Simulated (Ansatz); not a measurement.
# GeH2O: vertical ionisation energy

An exercise on one series of results from a longer session: the logs are not shown, and one member is left open.

The runs use Ansatz 0.2.0, Gaussian basis; unrestricted cation, the program's frozen cores in correlated methods.

Plan: UKS PBE-D4/def2-TZVPP; UKS r2SCAN-D4/def2-TZVPP; UKS PBE0-D4/def2-TZVPP; UKS B3LYP-D4/def2-TZVPP; UKS wB97X-V/def2-TZVPP; UKS wB97M-V/def2-TZVPP; UKS B2PLYP/def2-TZVPP; UHF-CCSD(T)/def2-TZVPP; UHF-CCSD(T)/def2-QZVPP; extrapolation to the limit; then −ε(HOMO) from the neutral's earlier runs with LDA (SPW92), PBE-D4, revPBE-D4, BLYP-D4, r2SCAN-D4, B97M-V, PBE0-D4, B3LYP-D4, r2SCANh-D4, r2SCAN0-D4, HSE06-D4, BHLYP-D4, CAM-B3LYP-D4, LC-ωPBE, ωB97X-V, ωB97M-V.

## The relaxed structure

The geometry comes from an earlier relaxation with PBE0-D4 in a triple-zeta def2 set; it is a stationary point.

SMILES `[OH][GeH]`, 4 atoms, charge 0, spin multiplicity 1.

Atoms are counted from 1 here; the program's logs count them from 0.

Bond lengths: O1–Ge2 1.791 Å, O1–H3 0.961 Å, Ge2–H4 1.599 Å. Angles: Ge2–O1–H3 111.5°, O1–Ge2–H4 92.3°.

Set-up of the first run:

Input file in.yaml:

```yaml
crystal:
  periodic: [false, false, false]
  atoms:
    - {symbol: O, position_ang: [-0.122321, -0.662233, 0.516285]}
    - {symbol: Ge, position_ang: [0.511645, 0.566057, -0.621920]}
    - {symbol: H, position_ang: [0.543504, -1.322222, 0.728865]}
    - {symbol: H, position_ang: [-0.877329, 1.358099, -0.643530]}
basis:
  gaussian: {orbitals: def2-TZVPP}
total_charge: 1
magnetization: {spin_polarized: true, initial_magnetization: 1}
hamiltonian: {xc: pbe, dispersion: d4}
```

Run with:

```console
$ ansatz run in.yaml --threads 2 --pin off --events-out ev --progress --plain --max-ram 20480MiB --backend cpu
```

Among the steps run: Cation, UKS PBE-D4/def2-TZVPP; Cation, UKS r2SCAN-D4/def2-TZVPP; Cation, UKS PBE0-D4/def2-TZVPP; Cation, UKS B3LYP-D4/def2-TZVPP; Cation, UKS wB97X-V/def2-TZVPP; Cation, UKS wB97M-V/def2-TZVPP; Cation, UKS B2PLYP (frozen core)/def2-TZVPP; Cation, UHF-CCSD(T)/def2-TZVPP; Cation, UHF-CCSD(T)/def2-QZVPP.

One table of the session follows, with a row left open; its other results are not shown here.

For comparison, −ε(HOMO) of the neutral from earlier runs:

```
  functional  −ε(HOMO) (eV)
 LDA (SPW92)           5.71
      PBE-D4           5.60
   revPBE-D4           5.55
     BLYP-D4           5.51
   r2SCAN-D4           5.88
      B97M-V           5.88
     PBE0-D4           6.72
    B3LYP-D4           6.56
  r2SCANh-D4              ?
  r2SCAN0-D4           6.90
    HSE06-D4           6.32
    BHLYP-D4           7.75
CAM-B3LYP-D4           8.04
     LC-ωPBE           9.31
     ωB97X-V           8.99
     ωB97M-V           8.87
```

Estimate the missing values for r2SCANh-D4.

Worked estimate for «−ε(HOMO) (eV)». Against the share of exact exchange, r2SCAN-D4 (0, 5.88), r2SCAN0-D4 (0.25, 6.90) give a slope of 4.08 per unit share; at 0.1 the line stands at 6.29.

As computed: −ε(HOMO) (eV): 6.29. In «−ε(HOMO) (eV)» the line misses by 0.00.
